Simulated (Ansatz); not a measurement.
# CuH (triplet): from Hartree-Fock to the top rungs, def2-TZVPP

An exercise on one series of results from a longer session: the logs are not shown, and one member is left open.

Method: def2-TZVPP, core rule «outside noble gas», up to 9 orbitals frozen; program: Ansatz 0.2.0, Gaussian basis.

To be run: UHF; ROHF; CCSD(T) on UHF.

2 further runs of the same task are left out: 2 set aside as unsound or not needed.

**The geometry**

The geometry is a PBE0/def2-TZVP stationary point (not a proven minimum) of the parent state, kept for this charge and spin.

2 atoms, charge 0, spin multiplicity 3.

Atoms are counted from 1 here; the program's logs count them from 0.

Bond lengths: Cu1–H2 1.485 Å.

The first run:

in.yaml

```yaml
crystal:
  periodic: [false, false, false]
  atoms:
    - {symbol: Cu, position_ang: [0.000000, 0.000000, 0.000000]}
    - {symbol: H, position_ang: [0.000000, 0.000000, 1.485034]}
basis:
  gaussian: {orbitals: def2-TZVPP}
magnetization: {spin_polarized: true, initial_magnetization: 2}
hamiltonian: {xc: hf}
output: {orbitals: {seedname: orbitals}}
```

The run is started by

```
> ansatz run in.yaml --threads 1 --pin off --events-out ev --progress --plain --max-ram 2560MiB --backend cpu
```

Among the steps run: UHF; ROHF; CCSD(T) on UHF.

One of the session's tables, all rows but one given; the rest of the session is left out.

```
  method  from UCCSD(T) (kcal/mol)
    ROHF                   +259.78
     UHF                   +257.22
    UMP2                     +1.82
   UCCSD                         ?
UCCSD(T)                         0
```

Estimate the missing values for UCCSD.

The run gave: from UCCSD(T) (kcal/mol): +6.75. In the column «from UCCSD(T) (kcal/mol)» it lies between UMP2 (+1.82) and UHF (+257.22).
